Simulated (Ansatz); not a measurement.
# Rb2Pt: the cost of one run

Method: DFT PBE, scalar-relativistic, plane waves, PAW, in Ansatz 0.2.0.

## Step 1: The system as given

The structure is trigonal, space group P-3m1 (No. 164). The conventional cell has a = 4.737 Å, b = 4.737 Å, c = 9.904 Å, α = 90.00°, β = 90.00°, γ = 120.00°. Rb (site symmetry 3m) is surrounded by 3 Pt at 3.95 Å. Around Pt (site symmetry -3m) lie 6 Rb at 3.95 Å.

Coordinates:

```cif
data_structure
_symmetry_space_group_name_H-M 'P 1'
_symmetry_Int_Tables_number 1
_cell_length_a 4.7368
_cell_length_b 4.7368
_cell_length_c 9.9039
_cell_angle_alpha 90.000
_cell_angle_beta 90.000
_cell_angle_gamma 120.000
_cell_volume 192.44
loop_
_atom_site_label
_atom_site_type_symbol
_atom_site_fract_x
_atom_site_fract_y
_atom_site_fract_z
_atom_site_occupancy
Rb1 Rb 0.66667 0.33333 0.71177 1
Rb2 Rb 0.33333 0.66667 0.28823 1
Pt1 Pt 0.00000 0.00000 0.00000 1
```

Recipe of the guess: close-packed layers stacked ABC|A (P-3m1, No. 164). Its size is a rough estimate.

## Step 2: Probe: one point on a coarse mesh

File input.yaml:

```yaml
crystal:
  lattice:
    - [4.7367731, 0.0, 0.0]
    - [-2.36838655, 4.10216584, 0.0]
    - [0.0, 0.0, 9.90385952]
  atoms:
    - { symbol: Rb, position: [0.66666667, 0.33333333, 0.71176768] }
    - { symbol: Rb, position: [0.33333333, 0.66666667, 0.28823232] }
    - { symbol: Pt, position: [0.0, 0.0, 0.0] }
basis:
  ecutwfc: 420
kpoints:
  mp_grid: { grid: [6, 6, 2] }
hamiltonian:
  xc: pbe
scf:
  occupations: { method: gaussian, width: 0.1 }
  lower_state_search: "off"
output:
  forces: true
  stress: true
  eigenvalues: true
```

The run is started by

```bash
$ ansatz run input.yaml --threads 1 --pin off --max-ram 2048MiB --backend cpu --events-out ev --progress --plain --runs-dir out
```

**Question.** How long does this run take on 1 thread of Arm Neoverse V1, shared host, and how much memory does it need?

About 3.4 s, with a peak of 0.39 GiB.
